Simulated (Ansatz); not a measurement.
**SnH2: a single-point run**

Aim: a sound single-point run of SnH2. The structure is shown as the input types it. The cell is built on a prototype (fluorite) and needn't be the phase found in nature.

Computed with Ansatz 0.2.0 (density functional or hybrid calculation with the settings of its input, plane waves (as first typed), unless a step's input says otherwise).

6 further runs of the same task are left out: 6 that didn't finish.

### Step 1. The starting structure

It takes space group Fm-3m (No. 225, cubic). Conventional cell: a = 5.309 Å, b = 5.309 Å, c = 5.309 Å, α = 90.00°, β = 90.00°, γ = 90.00°. Around Sn (site symmetry m-3m) lie 8 H at 2.30 Å. H (site symmetry -43m) has 4 Sn at 2.30 Å as nearest neighbours.

As a file:

```cif
data_structure
_symmetry_space_group_name_H-M 'Fm-3m'
_symmetry_Int_Tables_number 225
_cell_length_a 5.3090
_cell_length_b 5.3090
_cell_length_c 5.3090
_cell_angle_alpha 90.000
_cell_angle_beta 90.000
_cell_angle_gamma 90.000
_cell_volume 149.64
loop_
_atom_site_label
_atom_site_type_symbol
_atom_site_symmetry_multiplicity
_atom_site_Wyckoff_symbol
_atom_site_fract_x
_atom_site_fract_y
_atom_site_fract_z
_atom_site_occupancy
Sn1 Sn 4 a 0.00000 0.00000 0.00000 1
H1 H 8 c 0.25000 0.75000 0.75000 1
```

### Step 2. Running it

The input, input.yaml:

```yaml
crystal:
  lattice:
    - [0.0, 2.6545080109, 2.6545080109]
    - [2.6545080109, 0.0, 2.6545080109]
    - [2.6545080109, 2.6545080109, 0.0]
  atoms:
    - { symbol: Sn, position: [0.0, 0.0, 0.0] }
    - { symbol: H, position: [0.25, 0.25, 0.25] }
    - { symbol: H, position: [0.75, 0.75, 0.75] }
kpoints:
  mp_grid: { grid: [6, 6, 6] }
hamiltonian:
  xc: pbe
scf:
  occupations: { method: fermi_dirac, width: 0.02 }
  n_extra_bands: 4
  convergence: { dr2_threshold: 0.01 }
  max_iter: 78
output:
  forces: true
  stress: true
  eigenvalues: true
```

Started as:

```sh
$ ansatz run input.yaml --threads 4 --pin off --max-ram 3686MiB --backend cpu --events-out ev --progress --plain --runs-dir out
```

**Question.** How will this run end, and is anything wrong with its input?

The program finished normally, with warnings (force scf threshold loose, stress scf threshold loose). Its log warns: «scf.convergence.dr2_threshold = 1e-2 eV is looser than this run's default, which is 1e-7 eV or tighter. The error in the forces grows as the threshold's square root ...»

The threshold asked is loose, but the program put off the close and ended at dr2 = 1.9e-10, so little accuracy was lost here.

Run again and compare: delete scf.convergence.dr2_threshold (the default then holds).
